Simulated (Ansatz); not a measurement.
# Sr2ZnHO6: the cost of one run

All numbers below are computed with Ansatz 0.2.0 (DFT, LDA, no spin polarisation, plane waves, PAW).

## (1) Geometry

It takes space group Fm-3m (No. 225, cubic). Conventional cell: a = 7.886 Å, b = 7.886 Å, c = 7.886 Å, α = 90.00°, β = 90.00°, γ = 90.00°. Around Zn (site symmetry m-3m) lie 6 O at 1.77 Å. H (site symmetry m-3m) is surrounded by 6 O at 2.17 Å. Around O (site symmetry 4mm) lie 1 Zn at 1.77 Å. Sr (site symmetry -43m) has 12 O at 2.80 Å as nearest neighbours.

Its coordinates follow in the input file.

It starts from an earlier solution of the starting cell (checkpoint.read).

## (2) The relaxation

Contents of input.yaml:

```yaml
crystal:
  lattice:
    - [0.0, 3.943003, 3.943003]
    - [3.943003, 0.0, 3.943003]
    - [3.943003, 3.943003, 0.0]
  atoms:
    - { symbol: Zn, position: [0.5, 0.5, 0.5] }
    - { symbol: H, position: [0.0, 0.0, 0.0] }
    - { symbol: O, position: [0.725, 0.275, 0.275] }
    - { symbol: O, position: [0.275, 0.725, 0.275] }
    - { symbol: O, position: [0.275, 0.725, 0.725] }
    - { symbol: O, position: [0.725, 0.275, 0.725] }
    - { symbol: O, position: [0.275, 0.275, 0.725] }
    - { symbol: O, position: [0.725, 0.725, 0.275] }
    - { symbol: Sr, position: [0.25, 0.25, 0.25] }
    - { symbol: Sr, position: [0.75, 0.75, 0.75] }
  symmetry: { tolerance: 0.0003 }
kpoints:
  mp_grid: { grid: [8, 8, 8], shift: [0, 0, 0] }
magnetization:
  spin_polarized: false
scf:
  occupations: { method: fermi_dirac }
  lower_state_search: "off"
hamiltonian:
  pseudopotentials: { kind: paw }
  xc: lda
basis:
  ecutwfc: 420
  fft_grid_basis: typed
relax:
  max_steps: 80
  cell: { p_target: 0.0 }
output:
  forces: true
  stress: true
  eigenvalues: true
  bader: true
  populations: true
  elf: true
  write_potential: true
  volumetric_format: npy
  dos:
    e_range: [-12, 8]
    de: 0.05
    projected: { site_lists: { H: [H], O: [O], Sr: [Sr], Zn: [Zn] } }
  write_density: true
checkpoint:
  read: saved_state
```

Launch:

```bash
$ ansatz run input.yaml --threads 2 --pin off --max-ram 2560MiB --backend cpu --events-out ev --progress --plain --runs-dir out
```

What time and memory should one allow on 2 threads of Arm Neoverse V1, shared host?

About 84 s, with a peak of 0.48 GiB.
